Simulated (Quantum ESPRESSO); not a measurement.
The system is MoSe.

```
CELL_PARAMETERS angstrom
0.00000 2.89288 2.89288
2.89288 0.00000 2.89288
2.89288 2.89288 0.00000
ATOMIC_POSITIONS crystal
Mo 0.00000 0.00000 0.00000
Se 0.50000 0.50000 0.50000
```

The cell was built by a generator and needn't be a form met in nature.

| Property | Result |
| --- | --- |
| Program | Quantum ESPRESSO 7.5 |
| Task | phonons |
| Functional | PBEsol |
| Potentials or basis | PseudoDojo 0.4.1 SR PBEsol standard |
| Cutoff | 1170 eV |
| Density cutoff | 4680 eV |
| k mesh | 4 × 4 × 4, shifted |
| Occupations | fermi-dirac, width 0.05 eV |
| Spin | no spin polarisation |
| Target pressure | 10 GPa |
| Mixing beta | 0.5 |
| Most SCF iterations | 120 |
| SCF threshold | 4e-10 Ry |

The cell and the atoms were relaxed first at 10 GPa, to 16.22 Å³/atom (a = 3.580 Å, b = 3.580 Å, c = 3.580 Å, α = 60.00°, β = 60.00°, γ = 60.00°), and the response was taken there.

Q: What is the highest optical frequency at the zone centre?

A: 142 cm⁻¹, a mode of symmetry T1u (IR).

Optical modes at Γ, degenerate ones joined:
| cm⁻¹ | components | symmetry | active in |
| --- | --- | --- | --- |
| 142 | 3 | T1u | IR |

Caveat: the k mesh is coarse (spacing up to 0.47 Å⁻¹), so the values aren't converged; the mesh is thin for the phonons of a metal; the volume moved by over 15 % at a fixed basis, so the end points are rough; the cell is more than 3 GPa from zero pressure, which shifts response properties.
